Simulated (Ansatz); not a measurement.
# C₃H₅NSi: how energies converge with the basis set

One table from this session's results is given with a row withheld; the runs are named, their logs left out.

Method: one geometry, several basis sets; program: Ansatz 0.2.0, Gaussian basis.

The runs, in order: PBE0-D4/def2-SVP; ωB97M-V/def2-SVP; PBE0-D4/def2-QZVPP; ωB97M-V/def2-QZVPP; the functionals' def2-TZVPP values are taken from earlier runs.

## The geometry

An earlier PBE0-D4 in a triple-zeta def2 set relaxation fixed the geometry.

SMILES `C1=C[SiH2]C=N1`, 10 atoms, charge 0, spin multiplicity 1.

Atoms are counted from 1 here; the program's logs count them from 0.

Bond lengths: C1–C2 1.339 Å, C1–N5 1.428 Å, C1–H6 1.086 Å, C2–Si3 1.850 Å, C2–H7 1.081 Å, Si3–C4 1.894 Å, Si3–H8 1.487 Å, Si3–H9 1.487 Å, C4–N5 1.279 Å, C4–H10 1.089 Å. Angles: C2–C1–N5 120.9°, C2–C1–H6 124.7°, N5–C1–H6 114.5°, C1–C2–Si3 105.8°, C1–C2–H7 122.0°, Si3–C2–H7 132.1°, C2–Si3–C4 89.0°, C2–Si3–H8 115.4°, C2–Si3–H9 115.4°, C4–Si3–H8 113.5°, C4–Si3–H9 113.5°, H8–Si3–H9 109.1°, Si3–C4–N5 110.9°, Si3–C4–H10 131.1°, N5–C4–H10 118.0°, C1–N5–C4 113.4°.

Set-up of the first run:

Contents of in.yaml:

```yaml
crystal:
  periodic: [false, false, false]
  atoms:
    - {symbol: C, position_ang: [-1.045896, 0.791968, -0.462732]}
    - {symbol: C, position_ang: [-1.140748, -0.356522, 0.219754]}
    - {symbol: Si, position_ang: [0.598744, -0.905613, 0.529124]}
    - {symbol: C, position_ang: [1.211549, 0.632566, -0.389867]}
    - {symbol: N, position_ang: [0.228552, 1.340757, -0.800723]}
    - {symbol: H, position_ang: [-1.892799, 1.379479, -0.803189]}
    - {symbol: H, position_ang: [-2.095382, -0.788545, 0.485399]}
    - {symbol: H, position_ang: [0.989978, -2.182057, -0.125435]}
    - {symbol: H, position_ang: [1.009597, -0.945107, 1.957602]}
    - {symbol: H, position_ang: [2.219404, 0.981976, -0.606936]}
basis:
  gaussian: {orbitals: def2-SVP}
hamiltonian: {xc: pbe0, dispersion: d4}
output: {orbitals: {seedname: orbitals}}
```

Run with:

```bash
$ ansatz run in.yaml --threads 2 --pin off --events-out ev --progress --plain --max-ram 4352MiB
```

Steps of the session up to this table: PBE0-D4 in def2-SVP; ωB97M-V in def2-SVP; PBE0-D4 in def2-QZVPP; ωB97M-V in def2-QZVPP.

One table of the session follows, with a row left open; its other results are not shown here.

It belongs to the step «Density functionals: the series». 

```
functional       basis  HOMO (eV)  LUMO (eV)
   PBE0-D4    def2-SVP      -7.15      -1.95
   PBE0-D4  def2-TZVPP      -7.28      -2.03
   PBE0-D4  def2-QZVPP          ?          ?
   ωB97M-V    def2-SVP      -9.44       0.26
   ωB97M-V  def2-TZVPP      -9.59       0.12
   ωB97M-V  def2-QZVPP      -9.62       0.08
```

**Question.** Estimate the row for PBE0-D4, def2-QZVPP.

The run gave: HOMO (eV): -7.31; LUMO (eV): -2.06. In the column «HOMO (eV)» it lies between ωB97M-V, def2-SVP (-9.44) and PBE0-D4, def2-TZVPP (-7.28).
